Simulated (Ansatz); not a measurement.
# CdH₂: a ladder of functionals and wavefunction methods

One table from this session's results is given with a row withheld; the runs are named, their logs left out.

Computed with Ansatz 0.2.0, Gaussian basis. Level: functionals in def2-TZVPP, the program's frozen cores in correlated methods.

Levels to be run: LDA (SPW92), PBE-D4, revPBE-D4, BLYP-D4, r2SCAN-D4, B97M-V, PBE0-D4, B3LYP-D4, r2SCANh-D4, r2SCAN0-D4, HSE06-D4, BHLYP-D4, CAM-B3LYP-D4, LC-ωPBE, ωB97X-V, ωB97M-V, B2PLYP, PBE-QIDH; CCSD(T)/def2-SVP; CCSD(T)/def2-TZVPP; CCSD(T)/def2-QZVPP; extrapolation to the limit; RPA on PBE.

## The relaxed structure

The geometry comes from an earlier relaxation with PBE0-D4 in a triple-zeta def2 set; it is a stationary point. Cd takes the def2 core potential; no spin-orbit term is included.

SMILES `[CdH2]`, 3 atoms, charge 0, spin multiplicity 1.

Atoms are counted from 1 here; the program's logs count them from 0.

Bond lengths: Cd1–H2 1.677 Å, Cd1–H3 1.677 Å. Angles: H2–Cd1–H3 180.0°.

The first run:

The input, in.yaml:

```yaml
crystal:
  periodic: [false, false, false]
  atoms:
    - {symbol: Cd, position_ang: [-0.000340, 0.000313, -0.000144]}
    - {symbol: H, position_ang: [0.905377, 1.261337, 0.634633]}
    - {symbol: H, position_ang: [-0.905037, -1.261650, -0.634489]}
basis:
  gaussian: {orbitals: def2-TZVPP}
hamiltonian: {xc: lda}
output: {orbitals: {seedname: orbitals}}
```

Started as:

```
$ ansatz run in.yaml --threads 2 --pin off --events-out ev --progress --plain --max-ram 32768MiB --backend cpu
```

Steps of the session up to this table: LDA; PBE-D4 (GGA); revPBE-D4 (GGA); BLYP-D4 (GGA); r2SCAN-D4 (meta-GGA); B97M-V (meta-GGA); PBE0-D4 (hybrid); B3LYP-D4 (hybrid); r2SCANh-D4 (hybrid); r2SCAN0-D4 (hybrid); HSE06-D4 (hybrid); BHLYP-D4 (hybrid); CAM-B3LYP-D4 (range-separated); LC-ωPBE (range-separated); ωB97X-V (range-separated); ωB97M-V (range-separated); B2PLYP (double hybrid); PBE-QIDH (double hybrid).

One table of the session follows, with a row left open; its other results are not shown here.

It belongs to the step «Frontier levels by functional». 

```
  functional  HOMO (eV)  gap (eV)
 LDA (SPW92)      -6.77      5.18
      PBE-D4      -6.68      5.28
   revPBE-D4      -6.64      5.32
     BLYP-D4      -6.60      5.20
   r2SCAN-D4      -6.96      5.97
      B97M-V      -7.00      5.63
     PBE0-D4      -7.79      7.08
    B3LYP-D4      -7.64      6.63
  r2SCANh-D4      -7.36      6.60
  r2SCAN0-D4      -7.98      7.53
    HSE06-D4      -7.39      6.33
    BHLYP-D4          ?         ?
CAM-B3LYP-D4      -9.16      9.16
     LC-ωPBE     -10.51     11.60
     ωB97X-V     -10.15     11.12
     ωB97M-V      -9.96     10.62
```

**Question.** Estimate the row for BHLYP-D4.

Worked estimate for «HOMO (eV)». Against the share of exact exchange, BLYP-D4 (0, -6.60), B3LYP-D4 (0.2, -7.64) give a slope of -5.20 per unit share; at 0.5 the line stands at -9.20.

**Answer.** HOMO (eV): -8.86; gap (eV): 8.70. In «HOMO (eV)» the line misses by -0.34.
